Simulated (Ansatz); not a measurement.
# C₃H₃ClFGaO₂: geometry and vibrations

What shape does C₃H₃ClFGaO₂ take? The plan is to relax it, then compute its harmonic vibrations to see whether it is a minimum and to get the zero-point energy and entropy, and look at its orbitals and charge.

Computed with Ansatz 0.2.0, Gaussian basis. Level: RKS PBE0-D4/def2-TZVP.

Levels to be run: relaxation at PBE-D4/def2-SVP; relaxation at PBE0-D4/def2-TZVP; harmonic vibrations at the same level; a single point in def2-TZVPP for the fields.

## Step 1: Where the work starts

SMILES `[F][Ga-]1([Cl])[O]C=CC=[O+]1`, 11 atoms, charge 0, spin multiplicity 1.

Atoms are counted from 1 here; the program's logs count them from 0.

Bond lengths: F1–Ga2 1.809 Å, Ga2–Cl3 2.217 Å, Ga2–O4 1.811 Å, Ga2–O8 1.878 Å, O4–C5 1.340 Å, C5–C6 1.344 Å, C5–H9 1.124 Å, C6–C7 1.512 Å, C6–H10 1.088 Å, C7–O8 1.258 Å, C7–H11 1.051 Å. Angles: F1–Ga2–Cl3 111.6°, F1–Ga2–O4 114.1°, F1–Ga2–O8 109.6°, Cl3–Ga2–O4 110.4°, Cl3–Ga2–O8 110.7°, O4–Ga2–O8 99.9°, Ga2–O4–C5 124.9°, O4–C5–C6 123.2°, O4–C5–H9 121.4°, C6–C5–H9 115.3°, C5–C6–C7 125.3°, C5–C6–H10 119.2°, C7–C6–H10 115.5°, C6–C7–O8 124.2°, C6–C7–H11 117.3°, O8–C7–H11 118.5°, Ga2–O8–C7 122.4°.

Coordinates:

```
F    -1.45020   -2.75320   -0.31150
Ga   -0.73490   -1.21270   -0.93380
Cl   -0.84650   -1.09570   -3.14450
O    -1.43390    0.28120   -0.18560
C    -0.74830    1.15980    0.55840
C     0.56020    1.02840    0.83330
C     1.43770   -0.11540    0.37720
O     1.04360   -1.06300   -0.35070
H    -1.24970    2.05320    1.02140
H     1.04790    1.77240    1.45960
H     2.43940   -0.11210    0.69660
```

The start is a force-field geometry with small random shifts, so a cheaper pass at PBE-D4/def2-SVP comes first.

## Step 2: Geometry optimisation, PBE-D4/def2-SVP (cheap first pass)

Contents of in.yaml:

```yaml
crystal:
  periodic: [false, false, false]
  atoms:
    - {symbol: F, position_ang: [-1.450200, -2.753200, -0.311500]}
    - {symbol: Ga, position_ang: [-0.734900, -1.212700, -0.933800]}
    - {symbol: Cl, position_ang: [-0.846500, -1.095700, -3.144500]}
    - {symbol: O, position_ang: [-1.433900, 0.281200, -0.185600]}
    - {symbol: C, position_ang: [-0.748300, 1.159800, 0.558400]}
    - {symbol: C, position_ang: [0.560200, 1.028400, 0.833300]}
    - {symbol: C, position_ang: [1.437700, -0.115400, 0.377200]}
    - {symbol: O, position_ang: [1.043600, -1.063000, -0.350700]}
    - {symbol: H, position_ang: [-1.249700, 2.053200, 1.021400]}
    - {symbol: H, position_ang: [1.047900, 1.772400, 1.459600]}
    - {symbol: H, position_ang: [2.439400, -0.112100, 0.696600]}
basis:
  gaussian: {orbitals: def2-SVP}
hamiltonian: {xc: pbe, dispersion: d4}
relax: {f_tol: 0.03, max_steps: 200}
```

Started as:

```sh
> ansatz run in.yaml --threads 2 --pin off --events-out ev --progress --plain --max-ram 32768MiB --backend cpu
```

The log of the run, cut to the lines that bear on the results:

```text
Functional definition: PBE
  name "PBE"
  cite "Perdew, Burke & Ernzerhof, Phys. Rev. Lett. 77, 3865 (1996) doi:10.1103/PhysRevLett.77.3865"
  parent pbe
[...]
1632 factors; their error is unknown
[...]
mean field -74832.88000004 eV, -2750.0576164537 hartree, gradient 1.7e-5 eV, S^2 0.000000; 0 other end points of the search recorded, 0 dependent functions left out
[...]
reference -74832.88004478 eV, -2750.0576180976 hartree; 47, 47 occupied and 102, 102 virtual orbitals, 1632 factors
relax step   1: F+E_penalty+E_count = -74833.22846147 eV  Δ(F+E_penalty+E_count) = +0.000e0 eV  max|allowed force component| = 3.991e0 eV/Å  Δτ_max = 0.0000 Å  (34 SCF iters, accepted)
[...]
relax step   3: F+E_penalty+E_count = -74833.75451929 eV  Δ(F+E_penalty+E_count) = -2.449e-2 eV  max|allowed force component| = 1.115e0 eV/Å  Δτ_max = 0.1191 Å  (41 SCF iters, accepted)
[...]
relax step   5: F+E_penalty+E_count = -74833.87643283 eV  Δ(F+E_penalty+E_count) = -2.396e-2 eV  max|allowed force component| = 4.491e-1 eV/Å  Δτ_max = 0.0513 Å  (34 SCF iters, accepted)
[...]
relax step   7: F+E_penalty+E_count = -74833.88616728 eV  Δ(F+E_penalty+E_count) = -7.612e-4 eV  max|allowed force component| = 3.633e-2 eV/Å  Δτ_max = 0.0128 Å  (35 SCF iters, accepted)
[...]
relax step  10: F+E_penalty+E_count = -74833.88732031 eV  Δ(F+E_penalty+E_count) = -1.255e-4 eV  max|allowed force component| = 1.503e-2 eV/Å  Δτ_max = 0.0040 Å  (26 SCF iters, accepted)
1632 factors; their error is unknown
[...]
mean field -74833.54065662 eV, -2750.0818951350 hartree, gradient 1.6e-5 eV, S^2 0.000000; 1 other end points of the search recorded, 0 dependent functions left out
[...]
reference -74833.54070128 eV, -2750.0818967762 hartree; 47, 47 occupied and 102, 102 virtual orbitals, 1632 factors
Total energy: -74833.88736496 eV, -2750.0946364318 hartree
Atom 0 at    -1.452286    -2.635281    -0.189603 Å, force     0.003577     0.004226    -0.003849 eV/Å
Atom 1 at    -0.753192    -1.250066    -1.027978 Å, force    -0.012936    -0.000527    -0.002662 eV/Å
Atom 2 at    -0.835054    -1.106259    -3.167951 Å, force     0.000231    -0.001789     0.005969 eV/Å
Atom 3 at    -1.467980     0.344095    -0.190344 Å, force     0.010890    -0.003720     0.000944 eV/Å
Atom 4 at    -0.756039     1.115019     0.549335 Å, force     0.000074    -0.001260     0.001201 eV/Å
Atom 5 at     0.607853     0.975298     0.857939 Å, force    -0.003078    -0.000881     0.004171 eV/Å
Atom 6 at     1.414060    -0.074035     0.385891 Å, force     0.003596    -0.015027    -0.005511 eV/Å
Atom 7 at     1.059067    -1.042194    -0.379333 Å, force     0.002954     0.008414     0.002621 eV/Å
Atom 8 at    -1.304656     1.981553     0.979908 Å, force    -0.005659     0.009695    -0.000718 eV/Å
Atom 9 at     1.070355     1.728765     1.509901 Å, force    -0.005033    -0.003365    -0.003308 eV/Å
Atom 10 at     2.483172    -0.093996     0.692633 Å, force     0.005385     0.004232     0.001143 eV/Å
Dipole moment:     0.498231     0.828000     0.575314 e Å
```

Run time: 35 s. Hardware: 2 threads of AMD EPYC 7R13, shared host.

Along the way:

```csv
step,energy from step 1 (eV),largest force component (eV/Å)
1,0.0000,3.9911
2,-0.5016,1.7218
3,-0.5261,1.1151
4,-0.6240,0.6793
5,-0.6480,0.4491
6,-0.6569,0.0713
7,-0.6577,0.0363
8,-0.6586,0.0531
9,-0.6587,0.0330
10,-0.6589,0.0150
```

Close pairs (by a distance rule), those that changed most:

```csv
bond,before (Å),after (Å),change (Å)
Ga2–O4,1.811,1.937,+0.126
C6–C7,1.512,1.405,-0.107
Ga2–Cl3,2.217,2.146,-0.070
C5–C6,1.344,1.405,+0.062
C7–H11,1.051,1.112,+0.061
Ga2–O8,1.878,1.936,+0.058
O4–C5,1.340,1.284,-0.056
F1–Ga2,1.809,1.764,-0.045
```

## Step 3: Relaxation at PBE0-D4/def2-TZVP

Contents of in.yaml:

```yaml
crystal:
  periodic: [false, false, false]
  atoms:
    - {symbol: F, position_ang: [-1.452286, -2.635281, -0.189603]}
    - {symbol: Ga, position_ang: [-0.753192, -1.250066, -1.027978]}
    - {symbol: Cl, position_ang: [-0.835054, -1.106259, -3.167951]}
    - {symbol: O, position_ang: [-1.467980, 0.344095, -0.190344]}
    - {symbol: C, position_ang: [-0.756039, 1.115019, 0.549335]}
    - {symbol: C, position_ang: [0.607853, 0.975298, 0.857939]}
    - {symbol: C, position_ang: [1.414060, -0.074035, 0.385891]}
    - {symbol: O, position_ang: [1.059067, -1.042194, -0.379333]}
    - {symbol: H, position_ang: [-1.304656, 1.981553, 0.979908]}
    - {symbol: H, position_ang: [1.070355, 1.728765, 1.509901]}
    - {symbol: H, position_ang: [2.483172, -0.093996, 0.692633]}
basis:
  gaussian: {orbitals: def2-TZVP}
hamiltonian: {xc: pbe0, dispersion: d4}
relax: {f_tol: 0.005, max_steps: 150}
```

Started as:

```sh
> ansatz run in.yaml --threads 2 --pin off --events-out ev --progress --plain --max-ram 32768MiB --backend cuda --devices 0, --max-vram 18GiB
```

The log of the run, cut to the lines that bear on the results:

```text
Functional definition: PBE0
  name "PBE0"
  cite "Adamo & Barone, J. Chem. Phys. 110, 6158 (1999) doi:10.1063/1.478522"
  cite "Perdew, Burke & Ernzerhof, Phys. Rev. Lett. 77, 3865 (1996) doi:10.1103/PhysRevLett.77.3865"
  parent pbe
[...]
1811 factors; their error is unknown
[...]
mean field -74858.22137491 eV, -2750.9888948029 hartree, gradient 2.4e-5 eV, S^2 0.000000; 0 other end points of the search recorded, 0 dependent functions left out
[...]
reference -74858.22140885 eV, -2750.9888960504 hartree; 47, 47 occupied and 242, 242 virtual orbitals, 1811 factors
relax step   1: F+E_penalty+E_count = -74858.51792979 eV  Δ(F+E_penalty+E_count) = +0.000e0 eV  max|allowed force component| = 7.517e-1 eV/Å  Δτ_max = 0.0000 Å  (33 SCF iters, accepted)
[...]
Atom 1 at    -0.742102    -1.230697    -1.009675 Å, force     0.001849     0.004182    -0.003318 eV/Å
Atom 2 at    -0.825829    -1.092643    -3.128696 Å, force     0.000085     0.000067     0.000785 eV/Å
Atom 3 at    -1.443665     0.334754    -0.185634 Å, force    -0.001078    -0.002844     0.000927 eV/Å
Atom 4 at    -0.745012     1.101508     0.543269 Å, force     0.000728     0.001614     0.000570 eV/Å
Atom 5 at     0.602394     0.966055     0.851318 Å, force     0.000278     0.000756     0.001492 eV/Å
Atom 6 at     1.396145    -0.072490     0.382180 Å, force     0.001150     0.001211    -0.000277 eV/Å
Atom 7 at     1.039508    -1.026797    -0.372451 Å, force    -0.001488    -0.002368     0.001277 eV/Å
Atom 8 at    -1.285647     1.955808     0.962127 Å, force    -0.000393    -0.000225    -0.001463 eV/Å
Atom 9 at     1.057770     1.708830     1.490866 Å, force     0.000095     0.000122     0.000137 eV/Å
Atom 10 at     2.448687    -0.091694     0.681072 Å, force    -0.000180    -0.000394    -0.001176 eV/Å
Dipole moment:     0.540044     0.897822     0.634545 e Å
```

It took 27 s on 1 × H100 (card shared with other runs) with 2 threads of AMD EPYC 7R13, shared host; peak host memory 0.96 GiB.

Relaxation path:

```csv
step,energy from step 1 (eV),largest force component (eV/Å)
1,0.0000,0.7517
2,-0.0669,0.2602
3,-0.0739,0.0502
4,-0.0737,0.0806
5,-0.0743,0.0141
6,-0.0743,0.0042
```

Distances of close pairs at the start and the end, largest changes first:

```csv
bond,before (Å),after (Å),change (Å)
Ga2–O4,1.937,1.903,-0.034
Ga2–O8,1.936,1.903,-0.033
Ga2–Cl3,2.146,2.125,-0.021
C7–H11,1.112,1.094,-0.018
C5–H9,1.112,1.094,-0.018
C6–H10,1.098,1.081,-0.018
F1–Ga2,1.764,1.746,-0.017
C5–C6,1.405,1.389,-0.017
```

Mulliken charges at the end point, from the run's report:

```csv
atom,value (e)
F1,-0.38
Ga2,0.71
Cl3,-0.28
O4,-0.27
C5,0.14
C6,-0.22
C7,0.14
O8,-0.27
H9,0.13
H10,0.15
H11,0.13
```

## Step 4: Harmonic vibrations

Contents of in.yaml:

```yaml
crystal:
  periodic: [false, false, false]
  atoms:
    - {symbol: F, position_ang: [-1.436948, -2.609735, -0.193978]}
    - {symbol: Ga, position_ang: [-0.742102, -1.230697, -1.009675]}
    - {symbol: Cl, position_ang: [-0.825829, -1.092643, -3.128696]}
    - {symbol: O, position_ang: [-1.443665, 0.334754, -0.185634]}
    - {symbol: C, position_ang: [-0.745012, 1.101508, 0.543269]}
    - {symbol: C, position_ang: [0.602394, 0.966055, 0.851318]}
    - {symbol: C, position_ang: [1.396145, -0.072490, 0.382180]}
    - {symbol: O, position_ang: [1.039508, -1.026797, -0.372451]}
    - {symbol: H, position_ang: [-1.285647, 1.955808, 0.962127]}
    - {symbol: H, position_ang: [1.057770, 1.708830, 1.490866]}
    - {symbol: H, position_ang: [2.448687, -0.091694, 0.681072]}
basis:
  gaussian: {orbitals: def2-TZVP}
hamiltonian: {xc: pbe0, dispersion: d4}
phonons: {temperatures: {t_min: 298.15, t_max: 900, t_step: 200}}
```

Launched as before.

The log of the run, cut to the lines that bear on the results:

```text
Functional definition: PBE0
  name "PBE0"
  cite "Adamo & Barone, J. Chem. Phys. 110, 6158 (1999) doi:10.1063/1.478522"
  cite "Perdew, Burke & Ernzerhof, Phys. Rev. Lett. 77, 3865 (1996) doi:10.1103/PhysRevLett.77.3865"
  parent pbe
[...]
1811 factors; their error is unknown
[...]
mean field -74858.29170151 eV, -2750.9914792581 hartree, gradient 5.2e-5 eV, S^2 0.000000; 0 other end points of the search recorded, 0 dependent functions left out
[...]
reference -74858.29173527 eV, -2750.9914804987 hartree; 47, 47 occupied and 242, 242 virtual orbitals, 1811 factors
[...]
1811 factors; their error is unknown
mean field -74858.29166426 eV, -2750.9914778890 hartree, gradient 1.6e-6 eV, S^2 0.000000; 0 other end points of the search recorded, 0 dependent functions left out
[...]
reference -74858.29169802 eV, -2750.9914791296 hartree; 47, 47 occupied and 242, 242 virtual orbitals, 1811 factors
[...]
Atom 4 at    -0.745012     1.101508     0.543269 Å, force     0.000769     0.001643     0.000603 eV/Å
Atom 5 at     0.602394     0.966055     0.851318 Å, force     0.000247     0.000716     0.001462 eV/Å
Atom 6 at     1.396145    -0.072490     0.382180 Å, force     0.001138     0.001207    -0.000279 eV/Å
Atom 7 at     1.039508    -1.026797    -0.372451 Å, force    -0.001479    -0.002349     0.001286 eV/Å
Atom 8 at    -1.285647     1.955808     0.962127 Å, force    -0.000394    -0.000229    -0.001466 eV/Å
Atom 9 at     1.057770     1.708830     1.490866 Å, force     0.000106     0.000139     0.000150 eV/Å
Atom 10 at     2.448687    -0.091694     0.681072 Å, force    -0.000178    -0.000396    -0.001179 eV/Å
Dipole moment:     0.540044     0.897822     0.634544 e Å
Vibrations: 44.08 104.86 139.23 159.80 207.02 254.91 303.94 416.51 418.77 434.97 510.80 546.83 692.38 808.06 935.71 1016.96 1037.66 1060.57 1159.11 1377.87 1421.89 1507.05 1563.82 1689.91 3099.91 3101.06 3240.87 cm⁻¹, zero-point energy 1.689566 eV
```

Wall time 4.3 min (1 × H100 (card shared with other runs) with 2 threads of AMD EPYC 7R13, shared host); peak host memory 0.97 GiB.

Motions are named by where the mode's potential energy lies. Wavenumbers, unscaled:

```csv
mode,cm⁻¹,motion
1,44,torsion
2,105,bend with torsion
3,139,bend
4,160,bend with torsion
5,207,torsion with bend
6,255,bend
7,304,torsion
8,417,Ga–O stretch
9,419,torsion with Ga–Cl stretch
10,435,Ga–Cl stretch with torsion
11,511,Ga–O stretch
12,547,bend
13,692,Ga–F stretch
14,808,torsion
15,936,bend
16,1017,torsion
17,1038,C–C stretch with bend
18,1061,torsion
19,1159,bend
20,1378,bend with C–O stretch
21,1422,bend
22,1507,bend with C–O stretch
23,1564,C–C stretch with bend
24,1690,C–O stretch with bend
25,3100,C–H stretch
26,3101,C–H stretch
27,3241,C–H stretch
```

From these modes and the moments of inertia (298.15 K, 1 bar, symmetry number 1):

```csv
term,value
zero-point energy,163.0 kJ/mol
H(298) − E,188.6 kJ/mol
"entropy, translation",174.6 J/(mol K)
"entropy, rotation",123.3 J/(mol K)
"entropy, vibration",99.5 J/(mol K)
"entropy, total",397.4 J/(mol K)
```

## Step 5: Orbitals, density and potential

in.yaml, as its differences from that of step 4:

```diff
@@ -15,4 +15,4 @@
 basis:
-  gaussian: {orbitals: def2-TZVP}
+  gaussian: {orbitals: def2-TZVPP}
 hamiltonian: {xc: pbe0, dispersion: d4}
-phonons: {temperatures: {t_min: 298.15, t_max: 900, t_step: 200}}
+output: {orbitals: {seedname: orbitals}}
```

The command is unchanged.

The log of the run:

```text
Functional definition: PBE0
  name "PBE0"
  cite "Adamo & Barone, J. Chem. Phys. 110, 6158 (1999) doi:10.1063/1.478522"
  cite "Perdew, Burke & Ernzerhof, Phys. Rev. Lett. 77, 3865 (1996) doi:10.1103/PhysRevLett.77.3865"
  parent pbe
  parameter a = 0.25
  parameter kappa = 0.804
  parameter beta = 0.06672455060314922
  exchange = (1 - a)*pbe_x(kappa = kappa, mu = beta*pi^2/3) + a*exact_x
  correlation = pbe_c(beta = beta)
1913 factors; their error is unknown
mean field evaluation 1: about -74849.4773 eV, gradient 7.3e1 eV
mean field evaluation 2: about -74841.6612 eV, gradient 1.1e2 eV
mean field evaluation 4: about -74858.0579 eV, gradient 3.9e0 eV
mean field evaluation 8: about -74858.0850 eV, gradient 1.9e-1 eV
mean field evaluation 16: about -74858.3242 eV, gradient 4.9e-4 eV
mean field -74858.32420005 eV, -2750.9926735574 hartree, gradient 2.0e-5 eV, S^2 0.000000; 0 other end points of the search recorded, 0 dependent functions left out
reference -74858.32423418 eV, -2750.9926748114 hartree; 47, 47 occupied and 271, 271 virtual orbitals, 1913 factors
Total energy: -74858.62477723 eV, -2751.0037195648 hartree
```

Run time: 9.5 s. Hardware: 1 × H100 (card shared with other runs) with 2 threads of AMD EPYC 7R13, shared host; peak host memory 0.85 GiB.

The fields below are evaluated on a grid from the run's orbitals.

Frontier orbitals at PBE0-D4/def2-TZVPP, with the share of their density that lies nearest to each atom:

```csv
orbital,energy (eV),lies on
HOMO-1,-8.98,"Cl3 72 %; O4, O8 about 9 % each"
HOMO,-8.26,"C6 38 %; O4, O8 about 17 % each; C5, C7 about 8 % each"
LUMO,-2.83,"C5, C7 about 28 % each; O4, O8 about 13 % each; H9, H11 about 6 % each"
```

ELF in a plane through or near 9 of the atoms.

Ten even steps from '0' (0.00) to '9' (1.00):
```
0000000000000000000000000000
0000000000000000000000000000
0000000000100000000000000000
0000000037850000000000000000
0000000289993026530000000000
0000000299995168750000000000
0000000028984657860000000000
0000000002525745850000000000
0000036644784578411110000000
0000189995345101267411100000
0000189995245111256411100000
0000037643785568411110000000
0000000002533755851000000000
0000000028984655860000000000
0000000289995168750000000000
0000000289993026530000000000
0000000037850000000000000000
0000000000100000000000000000
0000000000000000000000000000
0000000000000000000000000000
```
The map spans 11.2 Å across and 9.5 Å up, centred on the molecule. Atoms in the plane (x, y in Å): Ga2 (1.8, 0.0), O4 (0.5, 1.4), C5 (-0.8, 1.2), C6 (-1.4, 0.0), C7 (-0.8, -1.2), O8 (0.5, -1.4), H9 (-1.4, 2.1), H10 (-2.5, 0.0), H11 (-1.4, -2.1).

On the surface of density 0.002 e/bohr³ the electrostatic potential runs, from the 1st to the 99th percentile, from -1.58 V near F1 to 1.77 V near H11.

## Step 6: Results

| quantity | value |
| --- | --- |
| point group | Cs |
| steps | 10 + 6 |
| shift from the start (rms) | 0.085 Å |
| total energy | -74858.5923 eV |
| dispersion term | -301 meV |
| dipole moment | 5.88 D |
| lowest, highest wavenumber | 44, 3241 cm⁻¹ |
| zero-point energy | 163.0 kJ/mol |
| entropy at 298.15 K | 397.4 J/(mol K) |
| HOMO, LUMO | -8.26, -2.83 eV |

In words: The atoms moved 0.09 Å (rms) from the start; the bond that changed most is C6–C7, from 1.512 to 1.389 Å. No mode is imaginary: a true minimum at this level. The stiffest mode, 3241 cm⁻¹, is a C–H stretch, and 4 modes under 200 cm⁻¹ make the vibrational entropy uncertain. Harmonic hybrid wavenumbers usually lie a few per cent above measured fundamentals. The largest Mulliken charge, +0.71 e, sits on Ga2. The HOMO lies mostly on C6 38 %; O4, O8 about 17 % each and the LUMO on C5, C7 about 28 % each; O4, O8 about 13 % each.
